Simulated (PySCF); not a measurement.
# RuCl₂: one geometry, many levels of theory

How much do the numbers for RuCl₂ (quintet) hang on the method? All levels run at one geometry, the PBE0 minimum.

Computed with PySCF 2.14.0. Level: several methods, basis Ru def2-SVP with ECP28, Cl def2-SVP, scalar-relativistic core potentials, no spin–orbit coupling, density fitting.

## Step 1: Where the work starts

3 atoms, charge 0, spin multiplicity 5.

Bond lengths: Ru1–Cl2 2.255 Å, Ru1–Cl3 2.255 Å. Angles: Cl2–Ru1–Cl3 180.0°.

```xyz
3
charge 0 multiplicity 5
Ru    0.0000    0.0000    0.0000
Cl    0.0000    0.0000    2.2555
Cl    0.0000    0.0000   -2.2555
```

## Step 2: PBE0

The steps are one call of a driver around PySCF; scf.py gives each level's set-up. Each SCF starts from the density of the minimum. The driver also runs the species with one electron less or more at the same geometry (one less: multiplicity 6, one more: multiplicity 4); their logs are not shown.

scf.py reads:

```python
from pyscf import gto, scf, dft
mol = gto.M(atom='''
Ru     0.000000     0.000000     0.000000
Cl     0.000000     0.000000     2.255461
Cl     0.000000    -0.000000    -2.255461''',
    basis={'Ru': 'def2-SVP', 'Cl': 'def2-SVP'},
    ecp={'Ru': 'def2-SVP'},
    charge=0, spin=4)
mf = dft.UKS(mol, xc='PBE0')
mf.grids.atom_grid = (75, 302)
aux = {'Ru': 'def2-universal-JKFIT', 'Cl': 'def2-universal-JKFIT'}
mf = mf.density_fit(auxbasis=aux)
mf.kernel()
```

## Step 3: HF

scf.py: that of step 2 with these lines changed.

```diff
@@ -9,2 +9 @@
-mf = dft.UKS(mol, xc='PBE0')
-mf.grids.atom_grid = (75, 302)
+mf = scf.UHF(mol)
```

## Step 4: PBE

scf.py: that of step 3 with these lines changed.

```diff
@@ -9 +9,2 @@
-mf = scf.UHF(mol)
+mf = dft.UKS(mol, xc='PBE')
+mf.grids.atom_grid = (75, 302)
```

## Step 5: CCSD(T)

scf.py: that of step 4 with these lines changed.

```diff
@@ -9,2 +9 @@
-mf = dft.UKS(mol, xc='PBE')
-mf.grids.atom_grid = (75, 302)
+mf = scf.UHF(mol)
@@ -13,0 +13,3 @@
+from pyscf import cc
+mycc = cc.CCSD(mf, frozen=10).run()
+mycc.ccsd_t()
```

(Steps that only read results are left out.)

Q: Predict the outcome of this session. Wanted: atomisation energy, range; vertical ionisation energy, range; vertical electron affinity, range; orbital gap, range; T1, D1.

**Answer**, as computed:

```
                         quantity                         value
        atomisation energy, range  540 (HF) to 792 (PBE) kJ/mol
vertical ionisation energy, range  9.54 (PBE) to 9.90 (PBE0) eV
vertical electron affinity, range   1.06 (HF) to 2.22 (PBE0) eV
               orbital gap, range   0.73 (PBE) to 11.27 (HF) eV
                           T1, D1                  0.023, 0.099
```

The atomisation energy spreads over 252 kJ/mol, from HF to PBE; without a CCSD(T) value for it there is no yardstick here. Without diffuse functions electron affinities tend to come out too low. This is the lowest SCF solution found for this spin; with open d or f shells other occupations or spin states may lie lower.
